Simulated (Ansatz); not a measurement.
In3Ga, space group Fm-3m, a comparison of norm-conserving and PAW potentials

Computed with Ansatz 0.2.0, Python API.

Interactive session:
```pycon
>>> import ansatz
>>> import numpy as np
>>> def count_gap(report):
...     # lowest empty less highest filled band, counting bands; zero where they overlap
...     return max(report.get("gap_by_band_count_ev") or 0.0, 0.0)
...
>>> system = (
...     ansatz.Lattice.fcc(7.331283)
...     .space_group(225)
...     .atom("In", (0.25, 0.75, 0.75))
...     .atom("In", (0.5, 0.0, 0.0))
...     .atom("Ga", (0.0, 0.0, 0.0))
...     .primitive()
... )
>>> len(system.resolved().sites)
4
>>> base = (
...     system.calculation()
...     .functional("LDA")
...     .kpoints(mesh=(7, 7, 7), shift=0.5)
...     .occupations("Fermi-Dirac", width=0.1)
...     .stress()
...     .forces()
...     .band_table()
... )
>>> variants = {
...     "PAW": base.pseudopotentials("paw"),
...     "norm-conserving": base.pseudopotentials("nc"),
... }
>>> rows = []
>>> for label, variant in variants.items():
...     r = variant.run(threads=1).report
...     levels = np.array(r["eigenvalues_ev"][0]) - r["fermi_energy_ev"]
...     print(label, "levels at the first k-point near E_F:", np.round(levels[np.abs(levels) < 5], 3))
...     rows.append((label, r["n_electrons"], np.trace(r["stress_gpa"]) / 3, count_gap(r)))
...
DeckWarning: basis.ecutwfc = 420 eV, auto-derived from the records' recommended cutoffs: set by In (normal level)
DeckWarning: crystal.symmetry: narrowed to the stabiliser of the k-point mesh — unitary ops 48 → 12; excluded 36 operations that carry a point of the 7×7×7 mesh (shift [0.5, 0.5, 0.5]) off the mesh (the run samples exactly the mesh kpoints.mp_grid names, as [...]
PAW levels at the first k-point near E_F: [-3.095 -2.274 -0.443 -0.232 -0.232  0.304  0.656  0.656  1.227  1.23
  1.23 ]
DeckWarning: basis.ecutwfc = 1088.45545 eV, auto-derived from the records' recommended cutoffs: set by Ga (normal level)
norm-conserving levels at the first k-point near E_F: [-3.097 -2.277 -0.443 -0.232 -0.232  0.301  0.657  0.657  1.229  1.236
  1.236]
>>> lines = [",".join(["treatment", "electrons in bands", "P GPa", "gap by band count eV"])] + [",".join(f"{v:.4f}" if isinstance(v, float) else str(v) for v in row) for row in rows]
>>> print("\n".join(lines))
treatment,electrons in bands,P GPa,gap by band count eV
PAW,52.0000,-2.8450,0.0000
norm-conserving,52.0000,-2.8967,0.0000
>>> with open("nc_paw.csv", "w") as handle:
...     handle.write("\n".join(lines) + "\n")
...
122
```

PAW gives -2.845 GPa and norm-conserving -2.897 GPa, 0.05 GPa apart. They took 8.1 and 23.0 s of processor time.

Reading the output:
- The settings weren't tested for convergence.
- The computed bands are complete only to about 1.2 eV above the Fermi level.
- The mesh is modest for a metal, so energies can be off by several to tens of meV an atom and pressures by half a GPa or more; differences at equal mesh fare better.
- A gap by band count of zero or less means overlapping bands, a metal.
- This cell is a computed structure, which may not be the phase found in nature.
- Gaps and levels are Kohn-Sham values on a finite set of k-points, without spin-orbit coupling.
- Warnings are shown shortened and without file and line.
- Stress is positive in compression.
- Finished in 32 s on 1 thread of Arm Neoverse V1, with other jobs on the host, peak memory 0.69 GiB.
